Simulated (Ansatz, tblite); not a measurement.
**The cluster Sn₄O₅: one state, many levels**

An exercise on one series of results from a longer session: the logs are not shown, and one member is left open.

Computed with Ansatz 0.2.0, Gaussian basis. Level: as each input shows.

Plan: GFN1-xTB, GFN2-xTB, PBE-D4/def2-TZVP, r2SCAN-D4/def2-TZVP, B2PLYP/def2-TZVP, HSE06-D4/def2-TZVP, PBE-D4/def2-SVP, PBE0-D4/def2-SVP, PBE-D4/def2-TZVPD, MP2/def2-SVP, RPA/def2-SVP.

9 further runs of the same task are left out: 6 that didn't finish, 3 set aside as unsound or not needed. Runs told in other sessions of the task aren't counted.

### The geometry

The geometry is that of the singlet, from an earlier relaxation (PBE-D4/def2-SVP). At that level it is the lowest of the isomers that a small search found.

9 atoms, charge 0, spin multiplicity 1.

Bond lengths: Sn1–O5 2.171 Å, Sn1–O6 2.149 Å, Sn1–O8 2.201 Å, Sn2–O5 2.144 Å, Sn2–O6 2.258 Å, Sn2–O9 2.144 Å, Sn3–O6 2.150 Å, Sn3–O7 2.200 Å, Sn3–O9 2.172 Å, Sn4–O5 2.226 Å, Sn4–O7 2.348 Å, Sn4–O8 2.342 Å, Sn4–O9 2.225 Å, O7–O8 1.491 Å. Angles: O5–Sn1–O6 80.7°, O5–Sn1–O8 81.4°, O6–Sn1–O8 91.3°, O5–Sn2–O6 78.9°, O5–Sn2–O9 81.3°, O6–Sn2–O9 78.8°, O6–Sn3–O7 91.4°, O6–Sn3–O9 80.7°, O7–Sn3–O9 81.5°, O5–Sn4–O7 100.3°, O5–Sn4–O8 77.2°, O5–Sn4–O9 77.7°, O7–Sn4–O8 37.1°, O7–Sn4–O9 77.2°, O8–Sn4–O9 100.2°, Sn1–O5–Sn2 98.8°, Sn1–O5–Sn4 102.3°, Sn2–O5–Sn4 100.1° and more.

As a file:

```xyz
9
O5Sn4
Sn   -0.1526    1.1219   -1.7832
Sn   -2.1661   -0.6677    0.0832
Sn    0.8581   -1.9305    0.0025
Sn    0.2808    1.0376    1.6134
O    -1.2917    1.2901    0.0577
O    -0.4738   -0.9651   -1.3817
O     1.9411   -0.0486    0.3574
O     1.5277    1.1899   -0.3631
O    -0.5235   -1.0276    1.4138
```

Sn takes a core potential in the def2 sets. No spin-orbit coupling is included.

PBE0-D4/def2-TZVP was run before; its log isn't repeated, and its numbers join the tables.

The first run:

Tight binding, by tblite at 300 K electronic temperature and without a spin-polarisation term:

```python
tblite.interface.Calculator('GFN1-xTB', numbers, positions, charge=0, uhf=0).singlepoint()
```

Tight binding, by tblite at 300 K electronic temperature and without a spin-polarisation term:

```python
tblite.interface.Calculator('GFN2-xTB', numbers, positions, charge=0, uhf=0).singlepoint()
```

start.molden holds the orbitals of an earlier run on this state, given as this run's starting guess.

Input file in.yaml:

```yaml
crystal:
  periodic: [false, false, false]
  atoms:
    - {symbol: Sn, position_ang: [-0.152642, 1.121945, -1.783238]}
    - {symbol: Sn, position_ang: [-2.166079, -0.667678, 0.083229]}
    - {symbol: Sn, position_ang: [0.858098, -1.930491, 0.002451]}
    - {symbol: Sn, position_ang: [0.280786, 1.037555, 1.613389]}
    - {symbol: O, position_ang: [-1.291669, 1.290057, 0.057733]}
    - {symbol: O, position_ang: [-0.473814, -0.965065, -1.381672]}
    - {symbol: O, position_ang: [1.941112, -0.048582, 0.357395]}
    - {symbol: O, position_ang: [1.527707, 1.189866, -0.363053]}
    - {symbol: O, position_ang: [-0.523497, -1.027596, 1.413767]}
basis:
  gaussian: {orbitals: def2-TZVP, initial_orbitals: start.molden}
hamiltonian: {xc: pbe, dispersion: d4}
scf: {omitted_lower_state_checks: [starts]}
output: {forces: true, orbitals: {seedname: orbitals}}
```

The run is started by

```console
$ ansatz run in.yaml --threads 4 --pin off --events-out ev --progress --plain --max-ram 4787MiB
```

Steps of the session up to this table: PBE-D4/def2-TZVP; r2SCAN-D4/def2-TZVP; B2PLYP/def2-TZVP; HSE06-D4/def2-TZVP; PBE-D4/def2-SVP; PBE0-D4/def2-SVP; PBE-D4/def2-TZVPD; MP2/def2-SVP; RPA/def2-SVP.

One table of the session follows, with a row left open; its other results are not shown here.

It belongs to the step «Binding energy». 

```
              level  binding an atom (eV)
        HF/def2-SVP                 1.809
    PBE-D4/def2-SVP                 4.062
   PBE-D4/def2-TZVP                 4.050
  PBE-D4/def2-TZVPD                 4.050
r2SCAN-D4/def2-TZVP                 3.853
   PBE0-D4/def2-SVP                 3.706
  PBE0-D4/def2-TZVP                 3.715
 HSE06-D4/def2-TZVP                 3.714
   B2PLYP/def2-TZVP                 3.745
       RPA/def2-SVP                 3.168
       MP2/def2-SVP                     ?
```

Estimate the missing values for MP2/def2-SVP.

As computed: binding an atom (eV): 3.623. In the column «binding an atom (eV)» it lies between RPA/def2-SVP (3.168) and PBE0-D4/def2-SVP (3.706).

Caveats from the session: Free atoms were run apart at each level; binding is atoms less cluster, divided by the number of atoms, without zero-point or spin-orbit terms.
